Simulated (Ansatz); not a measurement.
**Cl− with H₂O₂: superposition error and deformation, part 1 of 2**

How much of this pair's binding is borrowed basis, and how much do the fragments pay to take the shapes they have in the pair?

Computed with Ansatz 0.2.0, Gaussian basis. Level: PBE0-D4 structures, single points in def2-TZVPPD.

Levels: PBE-D4, revPBE-D4, BLYP-D4, r2SCAN-D4, B97M-V, PBE0-D4, B3LYP-D4, HSE06-D4, wB97X-V, wB97M-V, B2PLYP, Hartree-Fock, MP2, CCSD, CCSD(T).

Correlated methods freeze the cores. B3LYP uses VWN-RPA correlation. B2PLYP carries no dispersion term here.

129 further runs of the same task are left out: 129 set aside as unsound or not needed.

## Step 1: The starting structure

The relaxed pair: 5 atoms, charge -1, spin multiplicity 1.

Atoms are counted from 1 here; the program's logs count them from 0.

Bond lengths: O2–O3 1.438 Å, O2–H4 0.988 Å, O3–H5 0.988 Å. Angles: O3–O2–H4 99.8°, O2–O3–H5 99.8°.

Geometry (Å):

```
Cl   -0.0360    0.2181   -1.9476
O    -0.0077    0.6054    1.0508
O     0.0435   -0.8228    0.8899
H    -0.0315    0.8807    0.1027
H     0.0316   -0.8814   -0.0958
```

Atoms 1 to 1 are fragment A (Cl−), the rest fragment B (H₂O₂). From earlier runs, pair energy (eV) and counterpoise interaction (kcal/mol):

```
      method       E(pair)  interaction
      PBE-D4  -16642.60678       -33.96
   revPBE-D4  -16648.50931       -32.59
     BLYP-D4  -16651.41744       -32.35
   r2SCAN-D4  -16648.88428       -34.01
      B97M-V  -16647.08584       -32.02
     PBE0-D4  -16643.27029       -33.94
    B3LYP-D4  -16652.41462       -32.91
    HSE06-D4  -16642.87409       -33.89
     wB97X-V  -16648.37501       -32.81
     wB97M-V  -16649.84577       -32.67
      B2PLYP  -16645.59243       -31.71
Hartree-Fock  -16610.83947       -27.69
         MP2  -16630.24631       -32.05
     CCSD(T)  -16631.61047       -31.28
```

First each fragment is run alone in its own basis, frozen in the shape it has in the pair (a, b).

## Step 2: wB97X-V/def2-TZVPPD

File a/in.yaml:

```yaml
crystal:
  periodic: [false, false, false]
  atoms:
    - {symbol: Cl, position_ang: [-0.035969, 0.218081, -1.947630]}
basis:
  gaussian: {orbitals: "def2-TZVPPD.json"}
total_charge: -1
hamiltonian: {xc: {name: wB97X-V}}
```

File b/in.yaml:

```yaml
crystal:
  periodic: [false, false, false]
  atoms:
    - {symbol: O, position_ang: [-0.007661, 0.605414, 1.050840]}
    - {symbol: O, position_ang: [0.043546, -0.822753, 0.889946]}
    - {symbol: H, position_ang: [-0.031534, 0.880681, 0.102682]}
    - {symbol: H, position_ang: [0.031618, -0.881424, -0.095838]}
basis:
  gaussian: {orbitals: "def2-TZVPPD.json"}
hamiltonian: {xc: {name: wB97X-V}}
```

The basis file named in the input lies beside it (Basis Set Exchange, JSON).

The same command starts each run, in its folder.

Command:

```console
> ansatz run in.yaml --threads 2 --pin off --events-out ev --progress --plain --max-ram 5222MiB
```

a printed:

```text
Functional definition: wB97X-V
  name "wB97X-V"
  cite "Mardirossian & Head-Gordon, Phys. Chem. Chem. Phys. 16, 9904 (2014) doi:10.1039/C3CP54374A"
  cite "Becke, J. Chem. Phys. 107, 8554 (1997) doi:10.1063/1.475007"
  cite "Vydrov & Van Voorhis, J. Chem. Phys. 133, 244103 (2010) doi:10.1063/1.3521275"
  parameter omega = 0.3/bohr
  parameter cx = 0.167
  parameter cx1 = 0.603
  parameter cx2 = 1.194
  parameter css0 = 0.556
  parameter css1 = -0.257
  parameter cos0 = 1.219
  parameter cos1 = -1.850
  parameter b = 6.0
  parameter c = 0.01
  exchange = spin_sum(e_x_unif_sr(omega)*poly(b97_u_x, 1 - cx, cx1, cx2)) + cx*exact_x_sr(omega) + exact_x_lr(omega)
  correlation = spin_sum(e_c_pw_same_spin*poly(b97_u_same, css0, css1))
      + integral(e_c_pw_opposite_spin*poly(b97_u_opposite, cos0, cos1)) + vv10(b, c)
327 factors; their error is unknown
60 factors; integrals over basis functions are off by at most 9.2e-5 eV
mean field evaluation 1: about -12522.3621 eV, gradient 1.9e1 eV
mean field evaluation 2: about -12522.7269 eV, gradient 1.4e1 eV
mean field evaluation 4: about -12523.0001 eV, gradient 4.6e-2 eV
mean field evaluation 8: about -12523.0240 eV, gradient 8.1e-4 eV
mean field -12523.02401890 eV, -460.2126442842 hartree, gradient 8.1e-6 eV, S^2 0.000000; 0 other end points of the search recorded, 0 dependent functions left out
reference -12523.02401757 eV, -460.2126442353 hartree; 9, 9 occupied and 42, 42 virtual orbitals, 327 factors
Total energy: -12523.02401757 eV, -460.2126442353 hartree
```

Log of b, cut to the lines that bear on the results:

```text
[... 5 set-up lines as earlier in the session ...]
[...]
      + integral(e_c_pw_opposite_spin*poly(b97_u_opposite, cos0, cos1)) + vv10(b, c)
486 factors; their error is unknown
156 factors; integrals over basis functions are off by at most 2.8e-5 eV
[...]
mean field -4123.92110787 eV, -151.5513054203 hartree, gradient 1.4e-5 eV, S^2 0.000000; 0 other end points of the search recorded, 0 dependent functions left out
reference -4123.92110561 eV, -151.5513053372 hartree; 9, 9 occupied and 105, 105 virtual orbitals, 486 factors
Total energy: -4123.92110561 eV, -151.5513053372 hartree
```

Times: 0.25 s (a), 0.85 s (b) on 2 threads of AMD EPYC 9R45, shared host.

## Step 3: wB97M-V/def2-TZVPPD

The same edit goes into each in.yaml of step 2 (a, b):

```diff
-hamiltonian: {xc: {name: wB97X-V}}
+hamiltonian: {xc: {name: wB97M-V}}
```

The same command starts each run, in its folder.

Command:

```console
> ansatz run in.yaml --threads 2 --pin off --events-out ev --progress --plain --max-ram 5222MiB
```

Output in a, cut to the lines that bear on the results:

```text
Functional definition: wB97M-V
  name "wB97M-V"
  cite "Mardirossian & Head-Gordon, J. Chem. Phys. 144, 214110 (2016) doi:10.1063/1.4952647"
[... 2 set-up lines as earlier in the session ...]
  # Of w^i u^j: cxij and so on, Table III.
[...]
  gx(w, u) = 1 - cx + cx01*u + cx10*w
  gss(w, u) = css00 + css04*u^4 + css10*w + css20*w^2 + css43*w^4*u^3
  gos(w, u) = cos00 + cos10*w + (cos20 + cos21*u)*w^2 + (cos60 + cos61*u)*w^6
[...]
      + integral(e_c_pw_mod_opposite_spin*gos(b97_w_opposite, b97_u_opposite)) + vv10(b, c)
327 factors; their error is unknown
60 factors; integrals over basis functions are off by at most 9.2e-5 eV
[...]
mean field -12524.30685360 eV, -460.2597875899 hartree, gradient 4.6e-5 eV, S^2 0.000000; 0 other end points of the search recorded, 0 dependent functions left out
reference -12524.30688670 eV, -460.2597888060 hartree; 9, 9 occupied and 42, 42 virtual orbitals, 327 factors
Total energy: -12524.30688670 eV, -460.2597888060 hartree
```

Log of b, cut to the lines that bear on the results:

```text
[... 5 set-up lines as earlier in the session ...]
  # Of w^i u^j: cxij and so on, Table III.
[...]
  gx(w, u) = 1 - cx + cx01*u + cx10*w
  gss(w, u) = css00 + css04*u^4 + css10*w + css20*w^2 + css43*w^4*u^3
  gos(w, u) = cos00 + cos10*w + (cos20 + cos21*u)*w^2 + (cos60 + cos61*u)*w^6
[...]
      + integral(e_c_pw_mod_opposite_spin*gos(b97_w_opposite, b97_u_opposite)) + vv10(b, c)
486 factors; their error is unknown
156 factors; integrals over basis functions are off by at most 2.8e-5 eV
[...]
mean field -4124.11746539 eV, -151.5585214260 hartree, gradient 3.9e-5 eV, S^2 0.000000; 0 other end points of the search recorded, 0 dependent functions left out
reference -4124.11752127 eV, -151.5585234795 hartree; 9, 9 occupied and 105, 105 virtual orbitals, 486 factors
Total energy: -4124.11752127 eV, -151.5585234795 hartree
```

Times: 0.3 s (a), 0.9 s (b) on 2 threads of AMD EPYC 9R45, shared host.

## Step 4: B2PLYP/def2-TZVPPD

The same edit goes into each in.yaml of step 3 (a, b):

```diff
-hamiltonian: {xc: {name: wB97M-V}}
+hamiltonian: {xc: {name: B2PLYP}}
```

The same command starts each run, in its folder.

Command:

```console
> ansatz run in.yaml --threads 2 --pin off --events-out ev --progress --plain --max-ram 5222MiB
```

Output in a, cut to the lines that bear on the results:

```text
Functional definition: B2PLYP
  name "B2PLYP"
  cite "Grimme, J. Chem. Phys. 124, 034108 (2006) doi:10.1063/1.2148954"
  cite "Becke, Phys. Rev. A 38, 3098 (1988) doi:10.1103/PhysRevA.38.3098"
  cite "Lee, Yang & Parr, Phys. Rev. B 37, 785 (1988) doi:10.1103/PhysRevB.37.785"
[...]
293 factors; integrals over basis functions are off by at most 1.6e-4 eV
[...]
mean field -12519.61027230 eV, -460.0871914103 hartree, gradient 5.8e-6 eV, S^2 0.000000; 0 other end points of the search recorded, 0 dependent functions left out
5 core orbitals not correlated: weight in the atoms' cores, before any rotation towards them, 1.000 or more for the frozen orbitals, at most 0.000 for the correlated occupied ones
reference -12519.61036088 eV, -460.0871946657 hartree; 4, 4 occupied and 42, 42 virtual orbitals, 293 factors
second order -6.74510282 eV of doubles, -0.00000000 eV of singles
Total energy: -12521.43153864 eV, -460.1541217140 hartree
```

Output in b, cut to the lines that bear on the results:

```text
[... 5 set-up lines as earlier in the session ...]
[...]
681 factors; integrals over basis functions are off by at most 1.1e-3 eV
[...]
mean field -4118.32143143 eV, -151.3455211066 hartree, gradient 6.5e-6 eV, S^2 0.000000; 0 other end points of the search recorded, 0 dependent functions left out
2 core orbitals not correlated: weight in the atoms' cores, before any rotation towards them, 1.000 or more for the frozen orbitals, at most 0.000 for the correlated occupied ones
reference -4118.32156383 eV, -151.3455259720 hartree; 7, 7 occupied and 105, 105 virtual orbitals, 681 factors
second order -16.45115504 eV of doubles, -0.00000000 eV of singles
Total energy: -4122.76337569 eV, -151.5087595472 hartree
```

They took 0.2 s (a), 0.55 s (b) on 2 threads of AMD EPYC 9R45, shared host.

## Step 5: B97M-V/def2-TZVPPD

Each input of step 4 (a, b) changes in the same lines:

```diff
-hamiltonian: {xc: {name: B2PLYP}}
+hamiltonian: {xc: {name: B97M-V}}
```

One command serves all of them, each in its own folder.

Command:

```console
> ansatz run in.yaml --threads 2 --pin off --events-out ev --progress --plain --max-ram 5222MiB
```

Output in a, cut to the lines that bear on the results:

```text
Functional definition: B97M-V
  name "B97M-V"
  cite "Mardirossian & Head-Gordon, J. Chem. Phys. 142, 074111 (2015) doi:10.1063/1.4907719"
[... 2 set-up lines as earlier in the session ...]
  # Of w^i u^j: cxij and so on, Table III.
[...]
  gx(w, u) = cx00 + cx01*u + cx02*u^2 + (cx10 + cx11*u)*w
  gss(w, u) = css00 + css02*u^2 + css10*w + (css32*w^3 + css42*w^4)*u^2
  gos(w, u) = cos00 + cos01*u + cos03*u^3 + cos10*w + cos32*w^3*u^2
[...]
      + integral(e_c_pw_mod_opposite_spin*gos(b97_w_opposite, b97_u_opposite)) + vv10(b, c)
324 factors; their error is unknown
[...]
mean field -12521.66207109 eV, -460.1625936250 hartree, gradient 8.4e-5 eV, S^2 0.000000; 0 other end points of the search recorded, 0 dependent functions left out
reference -12521.66210999 eV, -460.1625950546 hartree; 9, 9 occupied and 42, 42 virtual orbitals, 324 factors
Total energy: -12521.66210999 eV, -460.1625950546 hartree
```

Log of b, cut to the lines that bear on the results:

```text
[... 5 set-up lines as earlier in the session ...]
  # Of w^i u^j: cxij and so on, Table III.
[...]
  gx(w, u) = cx00 + cx01*u + cx02*u^2 + (cx10 + cx11*u)*w
  gss(w, u) = css00 + css02*u^2 + css10*w + (css32*w^3 + css42*w^4)*u^2
  gos(w, u) = cos00 + cos01*u + cos03*u^3 + cos10*w + cos32*w^3*u^2
[...]
      + integral(e_c_pw_mod_opposite_spin*gos(b97_w_opposite, b97_u_opposite)) + vv10(b, c)
486 factors; their error is unknown
[...]
mean field -4124.02867394 eV, -151.5552584002 hartree, gradient 7.3e-5 eV, S^2 0.000000; 0 other end points of the search recorded, 0 dependent functions left out
reference -4124.02874163 eV, -151.5552608880 hartree; 9, 9 occupied and 105, 105 virtual orbitals, 486 factors
Total energy: -4124.02874163 eV, -151.5552608880 hartree
```

They took 0.25 s (a), 0.95 s (b) on 2 threads of AMD EPYC 9R45, shared host.

## Step 6: CCSD(T)/def2-TZVPPD

The same edit goes into each in.yaml of step 5 (a, b):

```diff
-hamiltonian: {xc: {name: B97M-V}}
+correlation: {method: ccsd_t}
```

The same command starts each run, in its folder.

Command:

```console
> ansatz run in.yaml --threads 2 --pin off --events-out ev --progress --plain --max-ram 5222MiB
```

Log of a, cut to the lines that bear on the results:

```text
Functional definition: HF
  name "HF"
  cite "Fock, Z. Phys. 61, 126 (1930) doi:10.1007/BF01340294"
  parent pbe
[...]
293 factors; integrals over basis functions are off by at most 1.6e-4 eV
[...]
mean field -12505.39286953 eV, -459.5647114954 hartree, gradient 8.0e-6 eV, S^2 0.000000; 0 other end points of the search recorded, 0 dependent functions left out
5 core orbitals not correlated: weight in the atoms' cores, before any rotation towards them, 1.000 or more for the frozen orbitals, at most 0.000 for the correlated occupied ones
reference -12505.39286953 eV, -459.5647114954 hartree; 4, 4 occupied and 42, 42 virtual orbitals, 293 factors
second order -5.54525689 eV of doubles, -0.00000000 eV of singles
cycle   1  -5.85548271 eV  change   -3.1e-1 eV  update   4.0e-2
[...]
cycle   8  -5.97235897 eV  change   -1.2e-6 eV  update   3.9e-6
perturbative correction -0.24425678 eV, -0.0089762709 hartree
Total energy: -12511.60948527 eV, -459.7931679102 hartree
```

Log of b, cut to the lines that bear on the results:

```text
[... 4 set-up lines as earlier in the session ...]
[...]
681 factors; integrals over basis functions are off by at most 1.1e-3 eV
[...]
mean field -4104.24258700 eV, -150.8281331167 hartree, gradient 1.3e-6 eV, S^2 0.000000; 0 other end points of the search recorded, 0 dependent functions left out
2 core orbitals not correlated: weight in the atoms' cores, before any rotation towards them, 1.000 or more for the frozen orbitals, at most 0.000 for the correlated occupied ones
reference -4104.24258700 eV, -150.8281331167 hartree; 7, 7 occupied and 105, 105 virtual orbitals, 681 factors
second order -13.61642583 eV of doubles, -0.00000000 eV of singles
cycle   1  -13.39521334 eV  change    2.2e-1 eV  update   7.6e-2
[...]
cycle  10  -13.81502925 eV  change    8.8e-6 eV  update   7.9e-6
perturbative correction -0.52338787 eV, -0.0192341493 hartree
Total energy: -4118.58100412 eV, -151.3550602270 hartree
```

They took 0.2 s (a), 1.4 s (b) on 2 threads of AMD EPYC 9R45, shared host; peak memory 0.39 GiB.

## Step 7: Relaxing H₂O₂ alone

File relax-b/in.yaml:

```yaml
crystal:
  periodic: [false, false, false]
  atoms:
    - {symbol: O, position_ang: [-0.007661, 0.605414, 1.050840]}
    - {symbol: O, position_ang: [0.043546, -0.822753, 0.889946]}
    - {symbol: H, position_ang: [-0.031534, 0.880681, 0.102682]}
    - {symbol: H, position_ang: [0.031618, -0.881424, -0.095838]}
basis:
  gaussian: {orbitals: def2-TZVP}
hamiltonian: {xc: pbe0, dispersion: d4}
relax: {f_tol: 0.005, max_steps: 200}
```

Command:

```console
> ansatz run in.yaml --threads 2 --pin off --events-out ev --progress --plain --max-ram 5222MiB
```

What it wrote, cut to the lines that bear on the results:

```text
Functional definition: PBE0
  name "PBE0"
  cite "Adamo & Barone, J. Chem. Phys. 110, 6158 (1999) doi:10.1063/1.478522"
  cite "Perdew, Burke & Ernzerhof, Phys. Rev. Lett. 77, 3865 (1996) doi:10.1103/PhysRevLett.77.3865"
[... 1 set-up line as earlier in the session ...]
[...]
390 factors; their error is unknown
[...]
mean field -4120.85469741 eV, -151.4386169144 hartree, gradient 1.4e-5 eV, S^2 0.000000; 0 other end points of the search recorded, 0 dependent functions left out
[...]
reference -4120.85471310 eV, -151.4386174908 hartree; 9, 9 occupied and 65, 65 virtual orbitals, 390 factors
relax step   1: F+E_penalty+E_count = -4120.86966211 eV  Δ(F+E_penalty+E_count) = +0.000e0 eV  max|allowed force component| = 1.345e0 eV/Å  Δτ_max = 0.0000 Å  (26 SCF iters, accepted)
[...]
relax step  18: F+E_penalty+E_count = -4121.31039848 eV  Δ(F+E_penalty+E_count) = -2.472e-6 eV  max|allowed force component| = 2.794e-4 eV/Å  Δτ_max = 0.0013 Å  (29 SCF iters, accepted)
390 factors; their error is unknown
[...]
mean field -4121.29568057 eV, -151.4548227466 hartree, gradient 1.8e-5 eV, S^2 0.000000; 1 other end points of the search recorded, 0 dependent functions left out
[...]
reference -4121.29569611 eV, -151.4548233177 hartree; 9, 9 occupied and 65, 65 virtual orbitals, 390 factors
Total energy: -4121.31041402 eV, -151.4553641908 hartree
Atom 0 at    -0.413540     0.482665     0.816086 Å, force    -0.000084     0.000279    -0.000171 eV/Å
Atom 1 at     0.441071    -0.649469     0.673478 Å, force     0.000077    -0.000234    -0.000232 eV/Å
Atom 2 at     0.099693     1.160637     0.360126 Å, force    -0.000057    -0.000096     0.000194 eV/Å
Atom 3 at    -0.091255    -1.211915     0.097940 Å, force     0.000064     0.000051     0.000208 eV/Å
Dipole moment:    -0.007128     0.043140    -0.385192 e Å
```

Wall time 4.5 s (2 threads of AMD EPYC 9R45, shared host).

Along the way:

```
step  energy from step 1 (eV)  largest force component (eV/Å)
   1                   0.0000                          1.3447
   2                  -0.0867                          0.3809
   3                  -0.0918                          0.2427
   4                  -0.0929                          0.0097
   5                  -0.0929                          0.0015
   6                  -0.0929                          0.0050
   7                  -0.0930                          0.0397
   8                  -0.0946                          0.1865
   9                  -0.1434                          0.3157
  10                  -0.2416                          1.6757
  11                  -0.3781                          0.5190
  12                  -0.4102                          0.5874
  13                  -0.4107                          0.6926
  14                  -0.4359                          0.4554
  15                  -0.4404                          0.1223
  16                  -0.4404                          0.0536
  17                  -0.4407                          0.0081
  18                  -0.4407                          0.0003
```

Close pairs (by a distance rule), those that changed most:

```
 bond  before (Å)  after (Å)  change (Å)
O2–H4       0.988      0.965      -0.023
O1–H3       0.988      0.965      -0.023
O1–O2       1.438      1.426      -0.012
```

## Step 8: PBE-D4/def2-TZVPPD

File free-b/in.yaml:

```yaml
crystal:
  periodic: [false, false, false]
  atoms:
    - {symbol: O, position_ang: [-0.413540, 0.482665, 0.816086]}
    - {symbol: O, position_ang: [0.441071, -0.649469, 0.673478]}
    - {symbol: H, position_ang: [0.099693, 1.160637, 0.360126]}
    - {symbol: H, position_ang: [-0.091255, -1.211915, 0.097940]}
basis:
  gaussian: {orbitals: "def2-TZVPPD.json"}
hamiltonian: {xc: pbe, dispersion: d4}
```

Command:

```console
> ansatz run in.yaml --threads 2 --pin off --events-out ev --progress --plain --max-ram 5222MiB
```

What it wrote:

```text
Functional definition: PBE
  name "PBE"
[... 2 set-up lines as earlier in the session ...]
  parameter kappa = 0.804
  parameter beta = 0.06672455060314922
  exchange = pbe_x(kappa = kappa, mu = beta*pi^2/3)
  correlation = pbe_c(beta = beta)
486 factors; their error is unknown
mean field evaluation 1: about -4117.9762 eV, gradient 4.8e1 eV
mean field evaluation 2: about -4108.4731 eV, gradient 8.7e1 eV
mean field evaluation 4: about -4121.7037 eV, gradient 1.5e0 eV
mean field evaluation 8: about -4121.6965 eV, gradient 2.4e-2 eV
mean field evaluation 16: about -4121.6965 eV, gradient 9.4e-6 eV
mean field -4121.69647820 eV, -151.4695517875 hartree, gradient 9.4e-6 eV, S^2 0.000000; 0 other end points of the search recorded, 0 dependent functions left out
reference -4121.69652668 eV, -151.4695535692 hartree; 9, 9 occupied and 105, 105 virtual orbitals, 486 factors
Total energy: -4121.71480085 eV, -151.4702251327 hartree
```

It took 0.3 s on 2 threads of AMD EPYC 9R45, shared host.

## Step 9: r2SCAN-D4/def2-TZVPPD

Changes to free-b/in.yaml since step 8:

```diff
@@ -9,2 +9,2 @@
   gaussian: {orbitals: "def2-TZVPPD.json"}
-hamiltonian: {xc: pbe, dispersion: d4}
+hamiltonian: {xc: r2scan, dispersion: d4}
```

Command:

```console
> ansatz run in.yaml --threads 2 --pin off --events-out ev --progress --plain --max-ram 5222MiB
```

What it wrote:

```text
Functional definition: r2SCAN
  name "r2SCAN"
  cite "Furness, Kaplan, Ning, Perdew & Sun, J. Phys. Chem. Lett. 11, 8208 (2020) doi:10.1021/acs.jpclett.0c02405"
  cite "Furness, Kaplan, Ning, Perdew & Sun, J. Phys. Chem. Lett. 11, 9248 (2020) doi:10.1021/acs.jpclett.0c03077"
  parent r2scan
  parameter k0 = 0.174
  parameter k1 = 0.065
  parameter a1 = 4.9479
  exchange = r2scan_x(k0 = k0, k1 = k1, a1 = a1)
  correlation = r2scan_c
486 factors; their error is unknown
mean field evaluation 1: about -4120.7556 eV, gradient 4.3e1 eV
mean field evaluation 2: about -4116.9108 eV, gradient 6.4e1 eV
mean field evaluation 4: about -4123.7587 eV, gradient 7.2e-1 eV
mean field evaluation 8: about -4123.7493 eV, gradient 3.6e-1 eV
mean field evaluation 16: about -4123.7494 eV, gradient 2.7e-5 eV
mean field -4123.74943270 eV, -151.5449964740 hartree, gradient 1.9e-5 eV, S^2 0.000000; 0 other end points of the search recorded, 0 dependent functions left out
reference -4123.74945030 eV, -151.5449971206 hartree; 9, 9 occupied and 105, 105 virtual orbitals, 486 factors
Total energy: -4123.75374279 eV, -151.5451548668 hartree
```

Wall time 0.6 s (2 threads of AMD EPYC 9R45, shared host).

## Step 10: PBE0-D4/def2-TZVPPD

Changes to free-b/in.yaml since step 9:

```diff
@@ -9,2 +9,3 @@
   gaussian: {orbitals: "def2-TZVPPD.json"}
-hamiltonian: {xc: r2scan, dispersion: d4}
+hamiltonian: {xc: pbe0, dispersion: d4}
+output: {orbitals: {seedname: orbitals}}
```

Command:

```console
> ansatz run in.yaml --threads 2 --pin off --events-out ev --progress --plain --max-ram 5222MiB
```

What it wrote, cut to the lines that bear on the results:

```text
[... 5 set-up lines as earlier in the session ...]
  parameter a = 0.25
[... 2 set-up lines as earlier in the session ...]
  exchange = (1 - a)*pbe_x(kappa = kappa, mu = beta*pi^2/3) + a*exact_x
[... 1 set-up line as earlier in the session ...]
486 factors; their error is unknown
mean field evaluation 1: about -4119.0996 eV, gradient 3.8e1 eV
mean field evaluation 2: about -4117.7994 eV, gradient 4.7e1 eV
mean field evaluation 4: about -4121.4326 eV, gradient 3.4e-1 eV
mean field evaluation 8: about -4121.4413 eV, gradient 2.6e-3 eV
mean field -4121.44127943 eV, -151.4601734058 hartree, gradient 8.7e-6 eV, S^2 0.000000; 0 other end points of the search recorded, 0 dependent functions left out
reference -4121.44131613 eV, -151.4601747545 hartree; 9, 9 occupied and 105, 105 virtual orbitals, 486 factors
Total energy: -4121.45603404 eV, -151.4607156276 hartree
```

Wall time 0.35 s (2 threads of AMD EPYC 9R45, shared host).

(Continued in part 2 of 2.)
